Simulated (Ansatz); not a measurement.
A nudged elastic band was laid between two geometries of a periodic cell of 63 atoms, Si32PC30 (host SiC, host structure F-43m, dopant P, one C atom removed).

Computed with DFT PBE, scalar-relativistic, plane waves, PAW (Ansatz 0.2.0). Settings: PAW set soft_1, cutoff 420 eV, k mesh 1x1x1, gaussian smearing 0.05 eV, spin collinear.

| Item | Value |
| --- | --- |
| movable images | 7 |
| climbing image | yes |
| spring | 5.0 eV/Å² |
| optimiser | quadratic models (default) |
| start path | IDPP |
| force threshold | 0.03 eV/Å |
| iteration limit | 58 |
| end points | relaxed |

Initial state:

```xyz
63
Lattice="8.7080 0.0000 0.0000 0.0000 8.7080 0.0000 0.0000 0.0000 8.7080" Properties=species:S:1:pos:R:3
Si 5.567 0.953 0.933
C 4.351 -0.039 -0.032
Si 7.606 3.262 1.070
C 6.559 2.169 -0.031
Si 7.608 1.053 3.287
C 6.560 -0.040 2.168
Si 1.088 1.056 1.068
C -0.001 -0.016 -0.005
Si 2.952 3.568 0.874
C 2.121 2.157 -0.033
Si 5.464 5.431 1.068
C 4.363 4.398 -0.033
Si 7.652 7.575 1.056
C 6.536 6.521 -0.005
Si 3.121 0.933 3.403
C 2.146 -0.047 2.173
Si 5.587 3.400 3.404
P 4.248 2.272 2.130
Si 7.647 5.439 3.261
C 6.567 4.374 2.173
Si 5.445 1.075 5.444
C 4.361 -0.031 4.376
Si 7.620 3.243 5.458
C 6.551 2.159 4.376
Si 7.625 1.062 7.609
C 6.534 -0.014 6.518
Si 1.139 5.380 0.977
C -0.024 4.322 -0.023
Si 3.258 7.622 1.069
C 2.198 6.543 -0.023
Si 0.962 3.126 3.395
C -0.004 2.161 2.155
Si 3.394 5.558 3.395
Si 5.467 7.620 3.287
C 4.359 6.524 2.155
Si 1.056 1.053 5.457
C 0.004 -0.028 4.343
Si 3.260 3.260 5.472
C 2.157 2.171 4.410
Si 5.467 5.464 5.458
C 4.349 4.363 4.410
Si 7.619 7.609 5.430
C 6.548 6.516 4.343
Si 3.269 1.076 7.625
C 2.178 -0.010 6.516
Si 5.444 3.251 7.625
C 4.355 2.165 6.537
Si 7.606 5.440 7.617
C 6.530 4.342 6.516
Si 1.081 7.580 3.261
C 0.066 6.454 2.153
Si 1.096 5.424 5.461
C 0.013 4.353 4.371
Si 3.277 7.608 5.458
C 2.167 6.508 4.372
Si 1.059 3.249 7.589
C -0.015 2.150 6.520
Si 3.271 5.461 7.589
C 2.176 4.344 6.538
Si 5.459 7.603 7.609
C 4.370 6.535 6.520
Si 1.080 7.622 7.617
C -0.001 6.521 6.529
```

Final state:

Only the atoms that move by more than 0.05 Å are listed.
```
Si1 5.392 1.139 0.977
C6 6.464 0.067 2.157
Si9 3.578 2.952 0.876
C10 2.167 2.123 -0.030
C12 4.408 4.364 -0.030
Si13 7.585 7.654 1.060
C16 2.170 -0.004 2.160
P18 2.281 4.250 2.134
Si27 0.964 5.567 0.937
C35 4.383 6.568 2.176
C51 -0.031 6.562 2.172
Si56 1.086 3.270 7.627
```

Question: What changes between the two ends?

Answer: Contacts lost: Si1–P18, Si15–P18, Si17–P18. Contacts made: P18–Si27, P18–Si31, P18–Si33. The atom that moves furthest is P18, by 2.79 Å.

Question: Give the energies along the band, and the barrier.

Answer: It converged. The highest image is number 3 of 0 to 8, 2.92 eV above the ends, which have the same energy within 2 meV. Neighbouring images differ by up to 1.7 eV, so the band resolves the path poorly. By the program's own check the climbing image is a first-order saddle point (lowest curvatures found: -3.05 and 2.52 eV/Å²). Limits of this set-up: coarse k mesh.

| image | path coordinate (Å) | energy (eV) | Si1–P18 (Å) | Si15–P18 (Å) | Si17–P18 (Å) |
| --- | --- | --- | --- | --- | --- |
| 0 | 0.00 | 0.00 | 2.22 | 2.16 | 2.16 |
| 1 | 0.54 | 0.55 | 2.37 | 2.17 | 2.17 |
| 2 | 1.08 | 2.21 | 2.89 | 2.19 | 2.19 |
| 3 | 1.62 | 2.92 | 3.49 | 2.35 | 2.35 |
| 4 | 2.13 | 2.67 | 3.87 | 2.63 | 2.62 |
| 5 | 2.64 | 2.12 | 4.26 | 2.99 | 2.99 |
| 6 | 3.16 | 1.18 | 4.58 | 3.37 | 3.37 |
| 7 | 3.67 | 0.39 | 4.66 | 3.54 | 3.54 |
| 8 | 4.18 | 0.00 | 4.55 | 3.62 | 3.62 |

Question: What is the geometry of the highest image?

Answer: 
```xyz
63
Lattice="8.7080 0.0000 0.0000 0.0000 8.7080 0.0000 0.0000 0.0000 8.7080" Properties=species:S:1:pos:R:3
Si 5.562 0.962 1.022
C 4.344 0.000 0.015
Si 7.618 3.263 1.090
C 6.523 2.181 0.015
Si 7.634 1.059 3.277
C 6.583 -0.060 2.188
Si 1.098 1.084 1.050
C -0.004 -0.007 -0.007
Si 2.894 3.630 0.509
C 2.097 2.117 -0.158
Si 5.440 5.426 1.050
C 4.407 4.427 -0.158
Si 7.666 7.566 1.055
C 6.531 6.528 -0.007
Si 3.148 1.040 3.389
C 2.184 0.003 2.178
Si 5.485 3.377 3.387
P 3.325 3.201 2.488
Si 7.656 5.434 3.258
C 6.522 4.341 2.178
Si 5.444 1.080 5.439
C 4.364 0.009 4.327
Si 7.616 3.247 5.413
C 6.514 2.160 4.327
Si 7.594 1.067 7.631
C 6.536 -0.012 6.520
Si 1.171 5.353 0.965
C -0.051 4.329 -0.030
Si 3.261 7.614 1.091
C 2.196 6.575 -0.030
Si 1.059 3.108 3.407
C 0.025 2.173 2.166
Si 3.415 5.462 3.405
Si 5.464 7.598 3.277
C 4.351 6.498 2.166
Si 1.025 0.997 5.524
C 0.006 -0.038 4.347
Si 3.274 3.250 5.538
C 2.125 2.104 4.557
Si 5.528 5.498 5.524
C 4.421 4.399 4.556
Si 7.630 7.602 5.437
C 6.562 6.518 4.347
Si 3.272 1.044 7.590
C 2.183 -0.066 6.519
Si 5.480 3.252 7.590
C 4.379 2.145 6.550
Si 7.619 5.442 7.621
C 6.590 4.341 6.519
Si 1.091 7.577 3.258
C 0.066 6.459 2.139
Si 1.090 5.434 5.451
C 0.039 4.337 4.346
Si 3.277 7.615 5.412
C 2.187 6.485 4.346
Si 0.989 3.249 7.547
C -0.083 2.139 6.513
Si 3.275 5.535 7.547
C 2.161 4.363 6.550
Si 5.457 7.638 7.631
C 4.385 6.607 6.513
Si 1.082 7.613 7.621
C 0.000 6.524 6.531
```

The band took 24 iterations and of the order of 30 core-minutes.

Run time: 10 min on 4 threads of Arm Neoverse V1, with other jobs on the host, peak memory 2.8 GiB.
